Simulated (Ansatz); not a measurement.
**CH₂BClSi (SMILES [SiH]#CBCl): single points off equilibrium**

An exercise on one series of results from a longer session: the logs are not shown, and one member is left open.

Computed with Ansatz 0.2.0, Gaussian basis. Level: single points in def2-TZVPP.

Cores are frozen in the correlated methods.

### Starting geometry

6 atoms, charge 0, spin multiplicity 1.

Atoms are counted from 1 here; the program's logs count them from 0.

Bond lengths: Si1–C2 1.667 Å, Si1–H5 1.484 Å, C2–B3 1.483 Å, B3–Cl4 1.745 Å, B3–H6 1.195 Å. Angles: C2–Si1–H5 169.6°, Si1–C2–B3 140.7°, C2–B3–Cl4 124.3°, C2–B3–H6 119.1°, Cl4–B3–H6 116.4°.

Coordinates:

```mol
CH2BClSi
  3D, bonds by distance, orders not assigned

  6  5  0  0  0  0  0  0  0  0999 V2000
   -0.9632    1.1290   -0.8955 Si  0  0
    0.1902    0.5908    0.1808 C   0  0
    0.7432   -0.6675    0.7373 B   0  0
    0.3116   -2.2634    0.1781 Cl  0  0
   -1.8924    1.8533   -1.7979 H   0  0
    1.6009   -0.6082    1.5667 H   0  0
  1  2  8  0
  1  5  8  0
  2  3  8  0
  3  4  8  0
  3  6  8  0
M  END
```

Set-up of the first run:

The input, run/in.yaml:

```yaml
crystal:
  periodic: [false, false, false]
  atoms:
    - {symbol: Si, position_ang: [-0.963200, 1.129000, -0.895500]}
    - {symbol: C, position_ang: [0.190200, 0.590800, 0.180800]}
    - {symbol: B, position_ang: [0.743200, -0.667500, 0.737300]}
    - {symbol: Cl, position_ang: [0.311600, -2.263400, 0.178100]}
    - {symbol: H, position_ang: [-1.892400, 1.853300, -1.797900]}
    - {symbol: H, position_ang: [1.600900, -0.608200, 1.566700]}
basis:
  gaussian: {orbitals: def2-TZVPP}
correlation: {method: ccsd_t}
output: {forces: true}
```

No record of the launch command was kept for these runs.

Steps of the session up to this table: CCSD(T)/def2-TZVPP; PBE0-D4/def2-TZVPP; wB97M-V/def2-TZVPP; r2SCAN-D4/def2-TZVPP; PBE-D4/def2-TZVPP; BLYP-D4/def2-TZVPP; r2SCAN0-D4/def2-TZVPP.

One of the session's tables, all rows but one given; the rest of the session is left out.

| method | RMS force component (eV/Å) | angle to CCSD(T) forces (°) | dipole (D) |
| --- | --- | --- | --- |
| CCSD(T) | 0.630 | reference | 3.90 |
| PBE0-D4 | 0.756 | 23.2 | 4.33 |
| wB97M-V | 0.907 | 22.9 | 4.53 |
| r2SCAN-D4 | 0.670 | 19.9 | 4.12 |
| PBE-D4 | ? | ? | ? |
| BLYP-D4 | 0.592 | 19.7 | 3.95 |
| r2SCAN0-D4 | 0.827 | 24.1 | 4.42 |

**Question.** Estimate the row for PBE-D4.

As computed: RMS force component (eV/Å): 0.559; angle to CCSD(T) forces (°): 19.6; dipole (D): 3.97. In the column «RMS force component (eV/Å)» it is the lowest.
